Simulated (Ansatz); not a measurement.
# Ta3Ru: the cost of one run

Program: Ansatz 0.2.0. Level of theory: DFT LDA, scalar-relativistic, plane waves, PAW. These are calculated values, not measurements.

5 further runs of the same task are left out: 5 set aside as unsound or not needed.

### Step 1. Starting point

The structure is cubic, space group Fm-3m (No. 225). The conventional cell has a = 6.347 Å, b = 6.347 Å, c = 6.347 Å, α = 90.00°, β = 90.00°, γ = 90.00°. Ta (site symmetry -43m) has 4 Ta at 2.75 Å and 4 Ru at 2.75 Å as nearest neighbours. Ta (site symmetry m-3m) has 8 Ta at 2.75 Å as nearest neighbours. Ru (site symmetry m-3m) has 8 Ta at 2.75 Å as nearest neighbours.

Structure file:

```
CELL_PARAMETERS angstrom
0.00000 3.17357 3.17357
3.17357 0.00000 3.17357
3.17357 3.17357 0.00000
ATOMIC_POSITIONS crystal
Ta 0.25000 0.25000 0.25000
Ta 0.75000 0.75000 0.75000
Ta 0.50000 0.50000 0.50000
Ru 0.00000 0.00000 0.00000
```

It goes back to an entry of the Materials Project, which need not be the stable form.

This cell was relaxed beforehand with the same method: volume 15.98 Å³/atom, gap on the mesh none (metal).

### Step 2. Phonons at rest

The input, input.yaml:

```yaml
crystal:
  lattice:
    - [0.0, 3.173569619, 3.173569619]
    - [3.173569619, 0.0, 3.173569619]
    - [3.173569619, 3.173569619, 0.0]
  atoms:
    - { symbol: Ta, position: [0.25, 0.25, 0.25] }
    - { symbol: Ta, position: [0.75, 0.75, 0.75] }
    - { symbol: Ta, position: [0.5, 0.5, 0.5] }
    - { symbol: Ru, position: [0.0, 0.0, 0.0] }
basis:
  ecutwfc: 420
kpoints:
  mp_grid: { grid: [12, 12, 12] }
hamiltonian:
  xc: lda
scf:
  occupations: { method: fermi_dirac, width: 0.15 }
output:
  eigenvalues: true
phonons:
  method: dfpt
  eigenvectors: true
  qmesh: [2, 2, 2]
  temperatures: { t_max: 1000, t_step: 100 }
  qpath:
    path:
      - [[0.0, 0.0, 0.0], [0.5, 0.0, 0.5], [0.625, 0.25, 0.625]]
      - [[0.375, 0.375, 0.75], [0.0, 0.0, 0.0], [0.5, 0.5, 0.5], [0.5, 0.25, 0.75], [0.5, 0.0, 0.5]]
    npoints: 8
```

The run is started by

```console
$ ansatz run input.yaml --threads 2 --pin off --max-ram 6144MiB --backend cpu --events-out ev --progress --plain --runs-dir out
```

Q: Estimate wall time and peak memory on 2 threads of Arm Neoverse V2, shared host.

About 5.7 min, with a peak of 2.5 GiB.
